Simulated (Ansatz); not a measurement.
NaLaMnMoO6:

```
Na La Mn Mo O
1.0
     0.00000    3.86259    3.86259
     3.86259    0.00000    3.86259
     3.86259    3.86259    0.00000
Na La Mn Mo O
1 1 1 1 6
Cartesian
  1.9313 1.9313 1.9313
  5.7939 5.7939 5.7939
  3.8626 3.8626 3.8626
  0.0000 0.0000 0.0000
  1.9574 3.8626 3.8626
  3.8626 3.8626 1.9574
  3.8626 1.9574 3.8626
  3.8626 5.7678 3.8626
  3.8626 3.8626 5.7678
  5.7678 3.8626 3.8626
```

The cell was built by a generator and needn't be a form met in nature.

- Program: Ansatz 0.2.0
- Task: relaxation of cell and atoms
- Functional: BLYP
- Potentials or basis: Ansatz PAW
- Cutoff: 420 eV (not typed: the program's choice for these potentials)
- k mesh: 5 × 5 × 5
- Occupations: fermi-dirac, width 0.05 eV
- Spin: collinear spin, ferromagnetic start
- Starting moments: [0.0, 0.0, 4.0, 1.0, 0.0, 0.0, 0.0, 0.0, 0.0, 0.0] μB

At the start: volume 11.53 Å³/atom.

Problem. Where does the relaxation end?

Solution. It ends after 7 steps and the volume is 11.93 Å³/atom (+3.5 %); space group F-43m (No. 216, to 0.05 Å); moment 1.21 μB per cell.

Step by step:
```tsv
step	energy change (eV)	largest force (eV/Å)	volume (Å³)
1	0.0000	0.0172	115.26
2	-0.0504	0.1656	118.40
3	-0.0520	0.0714	119.03
4	-0.0522	0.0072	119.10
5	-0.0720	0.0073	119.10
6	-0.0713	0.0005	119.28
7	-0.0732	0.0006	119.28
```

Final structure:
```
Na La Mn Mo O
1.0
     0.00000    3.90697    3.90697
     3.90697    0.00000    3.90697
     3.90697    3.90697    0.00000
Na La Mn Mo O
1 1 1 1 6
Direct
  0.25000 0.25000 0.25000
  0.75000 0.75000 0.75000
  0.50000 0.50000 0.50000
  0.00000 0.00000 0.00000
  0.74731 0.25269 0.25269
  0.25269 0.25269 0.74731
  0.25269 0.74731 0.25269
  0.74731 0.25269 0.74731
  0.74731 0.74731 0.25269
  0.25269 0.74731 0.74731
```

Caveat: the plane-wave basis is chosen anew once the cell has moved, so the energies of steps on either side of that aren't comparable; the pressure holds a Pulay correction of +0.7 GPa for the finite cutoff; a cell with one magnetic atom can't hold antiferromagnetic order, which such compounds often take; the PAW data sets come from PBE, with cores solved anew for the run's functional, which leaves a small shift of forces and pressure; the starting moments weren't kept.
